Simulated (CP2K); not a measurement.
The system is NiMoIrPdW.

```xyz
5
Lattice="2.7401 0.0000 0.0000 0.0000 2.7401 0.0000 1.3700 -1.3700 9.7165" Properties=species:S:1:pos:R:3 pbc="T T T"
Ni    1.3700    1.3700    5.8567
Mo    2.7401    0.0000    7.5940
Pd    2.7401    0.0000    4.0207
Ir    1.3700    1.3700    1.9542
W     2.7401    0.0000    0.0845
```

The cell was built by a generator and needn't be a form met in nature.

Base run:

```yaml
Program: CP2K 2026.2
Functional: PBEsol
Potentials_or_basis: GTH_POTENTIALS Ni GTH-PBE-q18, Pd GTH-PBE-q18, Ir GTH-PBE-q17, W GTH-PBE-q14; POTENTIAL_UZH Mo GTH-PBE-q14; TZVP-MOLOPT-SR-GTH, TZVP-MOLOPT-PBE-GTH basis
Density_cutoff: 13606 eV
k_mesh: 10 × 10 × 10
Occupations: fermi-dirac, width 0.05 eV
Spin: collinear spin, ferromagnetic start
Starting_moments: "[1.0, 1.0, 0.0, 0.6, 0.0] μB"
```

Its results: pressure -9.0 GPa; largest force 0.276 eV/Å.

The run is repeated on the same cell with these changes: functional from PBEsol to LDA. What comes out?

Pressure -13.7 GPa; largest force 0.343 eV/Å.

LDA binds more tightly than PBEsol, so the same cell stands under less pressure.

Caveats: the potentials were made for another functional, which shifts forces and pressure; the basis of atomic orbitals isn't converged, which shifts pressures, moduli and gaps; the total moment is fixed, so each spin has its own Fermi level.
